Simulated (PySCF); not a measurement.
# H12RhO6 (+3): NMR shieldings

What do calculations give for the NMR shieldings of H12RhO6 (+3) (`[OH2]->[Rh+3](<-[OH2])(<-[OH2])(<-[OH2])(<-[OH2])<-[OH2]`)?

Programs: PySCF 2.14.0, with routines of our own; each step states its level. All values are computed. Atoms count from 0.

## 1. The system as given

19 atoms, charge 3, multiplicity 1; geometry from: GFN2-xTB.

## 2. NMR shieldings: PBE/pcJ-1 Rh:dyall-v2z, spin–orbit

Job settings and geometry (Å):

```
{"job": {"xc": "PBE", "basis": {"default": "pcJ-1", "Rh": "dyall-v2z"}, "rel": "so", "kind": "hnmr"}, "charge": 3, "multiplicity": 1}
Rh    -0.018650    -0.006080     0.009600
O     -0.055030     0.101630     2.039440
H     -0.200330     0.985710     2.418690
H      0.643620    -0.325020     2.562720
O     -0.143230    -0.176800    -2.029520
H      0.029170    -1.045440    -2.429320
H      0.117700     0.510120    -2.661700
O      2.034840    -0.028640     0.062720
H      2.502560     0.630600     0.602680
H      2.557790    -0.153320    -0.746300
O     -2.050350     0.057890    -0.002750
H     -2.550700    -0.256480     0.769240
H     -2.503250    -0.247380    -0.807470
O     -0.126670     2.034940     0.031260
H     -1.031720     2.390060    -0.025290
H      0.437360     2.598590    -0.523030
O      0.072170    -2.048060     0.016420
H     -0.631920    -2.562050     0.445920
H      0.916630    -2.460280     0.266680
```

Level: PBE/pcJ-1 Rh:dyall-v2z GIAO NMR shielding, X2C with spin-orbit coupling, screened-nuclear two-electron part, Gaussian nuclei, gas phase.

Command:

```sh
> OMP_NUM_THREADS=1 python heavy_run.py task.json out
```

One launch serves the whole session: the jobs run in the order shown.

Output:

```text
spin-free SCF
coarse grid: 68920 points
cycle   1  E = -5228.9941978208  dE =  1.278e+01  |g| = 5.208e+00  |ddm| = 7.015e+00
cycle   2  E = -5076.7565213106  dE =  1.522e+02  |g| = 3.720e+01  |ddm| = 2.620e+01
cycle   3  E = -5190.5154235875  dE = -1.138e+02  |g| = 2.170e+01  |ddm| = 9.851e+00
cycle   4  E = -5209.3156179179  dE = -1.880e+01  |g| = 1.618e+01  |ddm| = 3.918e+00
cycle   5  E = -5222.5146467601  dE = -1.320e+01  |g| = 1.136e+01  |ddm| = 5.805e+00
cycle   6  E = -5226.4475152544  dE = -3.933e+00  |g| = 9.413e+00  |ddm| = 4.477e+00
cycle   7  E = -5230.2079762879  dE = -3.760e+00  |g| = 7.874e+00  |ddm| = 3.808e+00
cycle   8  E = -5231.2814147409  dE = -1.073e+00  |g| = 7.059e+00  |ddm| = 3.058e+00
cycle   9  E = -5233.5233466419  dE = -2.242e+00  |g| = 5.892e+00  |ddm| = 3.219e+00
cycle  10  E = -5212.9785576154  dE =  2.054e+01  |g| = 9.933e+00  |ddm| = 9.832e+00
cycle  11  E = -5240.2759490627  dE = -2.730e+01  |g| = 1.646e+00  |ddm| = 8.583e+00
cycle  12  E = -5240.5040198563  dE = -2.281e-01  |g| = 1.115e+00  |ddm| = 1.324e+00
cycle  13  E = -5240.6911218135  dE = -1.871e-01  |g| = 3.813e-01  |ddm| = 7.188e-01
cycle  14  E = -5240.7121087810  dE = -2.099e-02  |g| = 1.284e-01  |ddm| = 2.201e-01
cycle  15  E = -5240.7140936949  dE = -1.985e-03  |g| = 7.613e-02  |ddm| = 1.002e-01
cycle  16  E = -5240.7148874241  dE = -7.937e-04  |g| = 2.952e-02  |ddm| = 4.085e-02
cycle  17  E = -5240.7150167039  dE = -1.293e-04  |g| = 1.103e-02  |ddm| = 1.365e-02
cycle  18  E = -5240.7150359661  dE = -1.926e-05  |g| = 3.776e-03  |ddm| = 7.577e-03
cycle  19  E = -5240.7150382047  dE = -2.239e-06  |g| = 1.720e-03  |ddm| = 2.857e-03
final grid: 145936 points
cycle  20  E = -5240.7151254891  dE = -3.181e-07  |g| = 5.325e-03  |ddm| = 4.205e-03
cycle  21  E = -5240.7151079626  dE =  1.753e-05  |g| = 1.136e-02  |ddm| = 7.381e-03
cycle  22  E = -5240.7151279933  dE = -2.003e-05  |g| = 1.997e-03  |ddm| = 5.978e-03
cycle  23  E = -5240.7151279289  dE =  6.439e-08  |g| = 2.011e-03  |ddm| = 1.693e-03
cycle  24  E = -5240.7151285619  dE = -6.330e-07  |g| = 1.869e-04  |ddm| = 9.652e-04
cycle  25  E = -5240.7151285674  dE = -5.479e-09  |g| = 3.454e-05  |ddm| = 9.554e-05
converged SCF energy = -5240.7151285674
two-component SCF
cycle   1  E = -5240.3801783789  dE = -5.240e+03  |FDS-SDF| = 6.325e+01
cycle   2  E = -5241.1309537440  dE = -7.508e-01  |FDS-SDF| = 3.233e-02
cycle   3  E = -5241.1309551340  dE = -1.390e-06  |FDS-SDF| = 7.146e-03
cycle   4  E = -5241.1309526424  dE =  2.492e-06  |FDS-SDF| = 4.949e-03
cycle   5  E = -5241.1309539470  dE = -1.305e-06  |FDS-SDF| = 4.775e-03
cycle   6  E = -5241.1309568383  dE = -2.891e-06  |FDS-SDF| = 5.317e-04
cycle   7  E = -5241.1309568788  dE = -4.049e-08  |FDS-SDF| = 7.875e-05
cycle   8  E = -5241.1309568799  dE = -1.030e-09  |FDS-SDF| = 3.423e-05
converged, E = -5241.1309568799

Field gradients (au) and densities at the nuclei (bohr^-3)
atom        Vxx        Vyy        Vzz        centre      nuclear mean
  0 Rh    -0.0157    -0.1198     0.1356     119331.743     116994.706
  1 O      0.6140     1.1034    -1.7174        311.115        311.105
  2 H     -0.1652    -0.2297     0.3949          0.432          0.432
  3 H     -0.1697    -0.2307     0.4004          0.433          0.433
  4 O      0.6657     1.1594    -1.8252        311.021        311.011
  5 H     -0.1677    -0.2322     0.3998          0.431          0.431
  6 H     -0.1703    -0.2384     0.4087          0.433          0.433
  7 O      0.6160     1.1373    -1.7533        311.072        311.062
  8 H     -0.1669    -0.2320     0.3989          0.433          0.433
  9 H     -0.1685    -0.2331     0.4016          0.433          0.433
 10 O      0.5995     1.0940    -1.6935        311.099        311.089
 11 H     -0.1691    -0.2282     0.3973          0.431          0.431
 12 H     -0.1687    -0.2276     0.3963          0.430          0.430
 13 O      0.5906     1.1037    -1.6944        311.115        311.104
 14 H     -0.1651    -0.2264     0.3915          0.431          0.431
 15 H     -0.1709    -0.2317     0.4026          0.433          0.433
 16 O      0.5995     1.1016    -1.7011        311.110        311.100
 17 H     -0.1678    -0.2320     0.3999          0.432          0.432
 18 H     -0.1679    -0.2293     0.3971          0.432          0.432
without picture change
  0 Rh                           0.1291                    240151.453

Core orbital energies (eV)
atom   shell        mean    spread
  0 Rh 1s       -23016.821   0.000
  0 Rh 2s        -3351.471   0.000
  0 Rh 3s         -612.612   0.000
  0 Rh 4s          -98.790   0.000
  0 Rh 2p1/2     -3103.606   0.000
  0 Rh 2p3/2     -2960.039   0.007
  0 Rh 3p1/2      -515.802   0.000
  0 Rh 3p3/2      -491.001   0.013
  0 Rh 4p1/2       -69.375   0.000
  0 Rh 4p3/2       -65.460   0.058
  0 Rh 3d3/2      -319.780   0.012
  0 Rh 3d5/2      -314.982   0.137

vertical triplet (scalar unrestricted SCF): 2.465 eV

Shielding tensors (ppm)
atom      isotropic    diamagn.    paramagn.     s11        s22        s33       span
  0 Rh    -6454.24     4132.46   -10586.70   -6573.92   -6497.13   -6291.68     282.24
  1 O       394.44      381.08       13.36     308.04     342.25     533.02     224.98
  2 H        27.97       26.44        1.52      19.35      21.10      43.45      24.10
  3 H        27.84       26.60        1.25      19.76      20.84      42.94      23.18
  4 O       400.87      382.32       18.55     313.73     342.14     546.74     233.01
  5 H        28.07       26.64        1.43      19.33      21.20      43.68      24.35
  6 H        28.04       26.94        1.10      19.41      21.25      43.46      24.06
  7 O       404.49      382.00       22.49     311.71     355.58     546.17     234.46
  8 H        28.09       26.92        1.17      19.57      21.15      43.55      23.98
  9 H        28.03       26.90        1.13      19.37      21.12      43.59      24.22
 10 O       391.02      381.34        9.68     304.66     338.26     530.15     225.49
 11 H        27.56       26.38        1.19      19.02      20.86      42.81      23.80
 12 H        27.71       26.29        1.41      19.13      20.75      43.24      24.11
 13 O       391.35      381.37        9.98     304.48     341.02     528.54     224.06
 14 H        27.81       26.44        1.37      19.09      20.88      43.45      24.36
 15 H        27.65       26.85        0.80      19.48      20.85      42.61      23.13
 16 O       393.76      381.11       12.65     306.18     348.98     526.12     219.94
 17 H        27.69       26.49        1.21      19.17      20.78      43.14      23.97
 18 H        27.84       26.57        1.26      19.24      21.22      43.06      23.82
```

Wall time 3.3 min (1 thread of Intel Xeon 6975P-C, shared host); peak memory 2.1 GiB.

Key values:

```csv
quantity,value
energy from spin-orbit coupling,-0.4158 Eh
```

## 3. NMR shieldings: PBE/pcJ-1 Rh:dyall-v2z, spin–orbit

Settings changed since step 2:

```diff
@@ -1,2 +1,2 @@
-{"job": {"xc": "PBE", "basis": {"default": "pcJ-1", "Rh": "dyall-v2z"}, "rel": "so", "kind": "hnmr"}, "charge": 3, "multiplicity": 1}
+{"job": {"xc": "PBE", "basis": {"default": "pcJ-1", "Rh": "dyall-v2z"}, "rel": "so", "snso": false, "kind": "hnmr"}, "charge": 3, "multiplicity": 1}
 Rh    -0.018650    -0.006080     0.009600
```

With the program's defaults for keys left out, this is: PBE/pcJ-1 Rh:dyall-v2z GIAO NMR shielding, X2C with spin-orbit coupling, one-electron part alone, Gaussian nuclei, gas phase.

Output:

```text
spin-free SCF
coarse grid: 68920 points
cycle   1  E = -5228.9941978208  dE =  1.278e+01  |g| = 5.208e+00  |ddm| = 7.015e+00
cycle   2  E = -5076.7565213106  dE =  1.522e+02  |g| = 3.720e+01  |ddm| = 2.620e+01
cycle   3  E = -5190.5154235875  dE = -1.138e+02  |g| = 2.170e+01  |ddm| = 9.851e+00
cycle   4  E = -5209.3156179179  dE = -1.880e+01  |g| = 1.618e+01  |ddm| = 3.918e+00
cycle   5  E = -5222.5146467601  dE = -1.320e+01  |g| = 1.136e+01  |ddm| = 5.805e+00
cycle   6  E = -5226.4475152544  dE = -3.933e+00  |g| = 9.413e+00  |ddm| = 4.477e+00
cycle   7  E = -5230.2079762879  dE = -3.760e+00  |g| = 7.874e+00  |ddm| = 3.808e+00
cycle   8  E = -5231.2814147409  dE = -1.073e+00  |g| = 7.059e+00  |ddm| = 3.058e+00
cycle   9  E = -5233.5233466419  dE = -2.242e+00  |g| = 5.892e+00  |ddm| = 3.219e+00
cycle  10  E = -5212.9785576154  dE =  2.054e+01  |g| = 9.933e+00  |ddm| = 9.832e+00
cycle  11  E = -5240.2759490627  dE = -2.730e+01  |g| = 1.646e+00  |ddm| = 8.583e+00
cycle  12  E = -5240.5040198563  dE = -2.281e-01  |g| = 1.115e+00  |ddm| = 1.324e+00
cycle  13  E = -5240.6911218135  dE = -1.871e-01  |g| = 3.813e-01  |ddm| = 7.188e-01
cycle  14  E = -5240.7121087810  dE = -2.099e-02  |g| = 1.284e-01  |ddm| = 2.201e-01
cycle  15  E = -5240.7140936949  dE = -1.985e-03  |g| = 7.613e-02  |ddm| = 1.002e-01
cycle  16  E = -5240.7148874241  dE = -7.937e-04  |g| = 2.952e-02  |ddm| = 4.085e-02
cycle  17  E = -5240.7150167039  dE = -1.293e-04  |g| = 1.103e-02  |ddm| = 1.365e-02
cycle  18  E = -5240.7150359661  dE = -1.926e-05  |g| = 3.776e-03  |ddm| = 7.577e-03
cycle  19  E = -5240.7150382047  dE = -2.239e-06  |g| = 1.720e-03  |ddm| = 2.857e-03
final grid: 145936 points
cycle  20  E = -5240.7151254891  dE = -3.181e-07  |g| = 5.325e-03  |ddm| = 4.205e-03
cycle  21  E = -5240.7151079626  dE =  1.753e-05  |g| = 1.136e-02  |ddm| = 7.381e-03
cycle  22  E = -5240.7151279933  dE = -2.003e-05  |g| = 1.997e-03  |ddm| = 5.978e-03
cycle  23  E = -5240.7151279289  dE =  6.439e-08  |g| = 2.011e-03  |ddm| = 1.693e-03
cycle  24  E = -5240.7151285619  dE = -6.330e-07  |g| = 1.869e-04  |ddm| = 9.652e-04
cycle  25  E = -5240.7151285674  dE = -5.479e-09  |g| = 3.454e-05  |ddm| = 9.554e-05
converged SCF energy = -5240.7151285674
two-component SCF
cycle   1  E = -5240.3472959702  dE = -5.240e+03  |FDS-SDF| = 6.612e+01
cycle   2  E = -5241.1743250356  dE = -8.270e-01  |FDS-SDF| = 3.596e-02
cycle   3  E = -5241.1743245573  dE =  4.783e-07  |FDS-SDF| = 8.708e-03
cycle   4  E = -5241.1743080863  dE =  1.647e-05  |FDS-SDF| = 1.127e-02
cycle   5  E = -5241.1743289556  dE = -2.087e-05  |FDS-SDF| = 3.664e-03
cycle   6  E = -5241.1743299445  dE = -9.889e-07  |FDS-SDF| = 6.774e-04
cycle   7  E = -5241.1743300137  dE = -6.922e-08  |FDS-SDF| = 8.113e-05
cycle   8  E = -5241.1743300148  dE = -1.099e-09  |FDS-SDF| = 3.991e-05
converged, E = -5241.1743300148

Field gradients (au) and densities at the nuclei (bohr^-3)
atom        Vxx        Vyy        Vzz        centre      nuclear mean
  0 Rh    -0.0157    -0.1189     0.1346     119333.492     116996.461
  1 O      0.6130     1.1038    -1.7168        311.115        311.105
  2 H     -0.1652    -0.2297     0.3949          0.432          0.432
  3 H     -0.1697    -0.2307     0.4004          0.433          0.433
  4 O      0.6647     1.1597    -1.8244        311.021        311.011
  5 H     -0.1677    -0.2322     0.3999          0.431          0.431
  6 H     -0.1703    -0.2384     0.4087          0.433          0.433
  7 O      0.6150     1.1376    -1.7526        311.072        311.062
  8 H     -0.1669    -0.2320     0.3989          0.433          0.433
  9 H     -0.1685    -0.2331     0.4016          0.433          0.433
 10 O      0.5985     1.0944    -1.6929        311.099        311.089
 11 H     -0.1692    -0.2282     0.3973          0.431          0.431
 12 H     -0.1687    -0.2276     0.3963          0.430          0.430
 13 O      0.5897     1.1041    -1.6937        311.115        311.104
 14 H     -0.1651    -0.2264     0.3915          0.431          0.431
 15 H     -0.1709    -0.2317     0.4026          0.433          0.433
 16 O      0.5985     1.1019    -1.7005        311.110        311.100
 17 H     -0.1679    -0.2320     0.3999          0.432          0.432
 18 H     -0.1679    -0.2293     0.3971          0.432          0.432
without picture change
  0 Rh                           0.1281                    240150.914

Core orbital energies (eV)
atom   shell        mean    spread
  0 Rh 1s       -23016.740   0.000
  0 Rh 2s        -3351.449   0.000
  0 Rh 3s         -612.606   0.000
  0 Rh 4s          -98.791   0.000
  0 Rh 2p1/2     -3108.262   0.000
  0 Rh 2p3/2     -2957.896   0.007
  0 Rh 3p1/2      -516.604   0.000
  0 Rh 3p3/2      -490.628   0.013
  0 Rh 4p1/2       -69.504   0.000
  0 Rh 4p3/2       -65.404   0.058
  0 Rh 3d3/2      -320.606   0.012
  0 Rh 3d5/2      -314.436   0.136

Shielding tensors (ppm)
atom      isotropic    diamagn.    paramagn.     s11        s22        s33       span
  0 Rh    -6380.04     4132.95   -10512.98   -6499.20   -6422.55   -6218.36     280.83
  1 O       396.41      381.06       15.35     306.41     344.67     538.14     231.72
  2 H        27.97       26.44        1.53      19.27      21.15      43.49      24.22
  3 H        27.87       26.60        1.28      19.79      20.92      42.91      23.12
  4 O       403.91      382.30       21.61     312.67     345.98     553.08     240.40
  5 H        28.11       26.64        1.47      19.31      21.30      43.72      24.41
  6 H        28.11       26.94        1.17      19.46      21.42      43.46      24.00
  7 O       407.20      381.97       25.22     310.39     358.98     552.23     241.85
  8 H        28.12       26.92        1.20      19.61      21.23      43.52      23.91
  9 H        28.07       26.90        1.16      19.36      21.22      43.62      24.26
 10 O       393.05      381.32       11.73     302.13     342.13     534.88     232.75
 11 H        27.58       26.37        1.21      19.03      20.93      42.78      23.76
 12 H        27.72       26.29        1.43      19.09      20.81      43.26      24.16
 13 O       393.31      381.35       11.96     302.25     344.50     533.17     230.92
 14 H        27.80       26.44        1.37      19.00      20.91      43.50      24.50
 15 H        27.68       26.85        0.83      19.55      20.95      42.54      22.99
 16 O       395.82      381.09       14.73     304.19     352.60     530.66     226.47
 17 H        27.72       26.49        1.24      19.19      20.86      43.12      23.94
 18 H        27.84       26.57        1.27      19.20      21.26      43.06      23.86
```

Wall time 2.5 min (1 thread of Intel Xeon 6975P-C, shared host); peak memory 2.1 GiB.

Key values:

```csv
quantity,value
energy from spin-orbit coupling,-0.4592 Eh
```

(Part 1 of 2 ends here.)
